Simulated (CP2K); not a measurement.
The system is WAu.

```
W Au
1.0
     4.11424    0.00000    0.00000
     2.05712    3.56304    0.00000
     2.05712    1.18768    3.35927
W Au
1 1
Direct
  0.00000 0.00000 0.00000
  0.75000 0.75000 0.75000
```

The cell was built by a generator and needn't be a form met in nature.

Base run:

- Program: CP2K 2026.2
- Functional: WC
- Potentials or basis: POTENTIAL_UZH W GTH-PBE-q14, Au GTH-PBE-q11; TZVP-MOLOPT-PBE-GTH basis
- Density cutoff: 9524 eV
- k mesh: 8 × 8 × 8
- Occupations: fermi-dirac, width 0.05 eV
- Spin: no spin polarisation

Its results: band gap on the k mesh none (metal or under the smearing width); pressure -1.9 GPa.

Task: The run is repeated on the same cell with these changes: functional from WC to PBE. What comes out?

Result: Band gap on the k mesh none (metal or under the smearing width); pressure 1.4 GPa.

PBE binds less tightly than WC, so the same cell stands under more pressure.

Caveats: the basis of atomic orbitals isn't converged, which shifts pressures, moduli and gaps; the potentials were made for another functional, which shifts forces and pressure (some runs).
